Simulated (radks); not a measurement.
**Nuclear size and the levels of Re**

An exercise on one series of results from a longer session: the logs are not shown, and one member is left open.

Method: Dirac Kohn-Sham, relativistic LDA (MacDonald-Vosko exchange, VWN5 correlation), spin-unpolarised, spherical densities, finite nucleus; open shells fill j = l - 1/2 first. Code: radks (a radial shooting solver on a logarithmic mesh, Libxc functionals) version 1.

**What is computed**

| Quantity | Value |
| --- | --- |
| element | rhenium (Z = 75) |
| charge | 0 |
| electrons | 75 |
| configuration | [Xe] 4f14 5d5 6s2 |
| nuclear rms radius | 5.3698 fm |

The first run:

Input:

```text
Z 75
configuration [Xe] 4f14 5d5 6s2 6p0 7s0
relativity Dirac
functional lda_x_rel,vwn5
spin unpolarised
j_filling energy
nucleus finite rms 5.3698 fm
c 137.035999084
```

Among the steps run: rms radius 5.3698 fm.

One of the session's tables, all rows but one given; the rest of the session is left out.

It belongs to the step «rms radius 5.3698 fm». From the orbitals of this run (lengths in bohr):

```
level     <r>  outermost maximum (interpolated)  90 % within  nodes
5p3/2   1.243                              1.09         1.82      3
4f7/2  0.5848                             0.418        0.962      0
6s1/2   3.078                              2.57         4.59      5
5d3/2       ?                                 ?            ?      ?
5d5/2   1.985                              1.45         3.20      2
6p1/2   4.265                              3.36         6.58      4
6p3/2   4.812                              3.77         7.45      4
7s1/2   17.81                              9.72         32.4      6
```

Estimate the missing values for 5d3/2.

The run gave: <r>: 1.893; outermost maximum (interpolated): 1.40; 90 % within: 3.03; nodes: 2. In the column «<r>» it lies between 5p3/2 (1.243) and 5d5/2 (1.985).
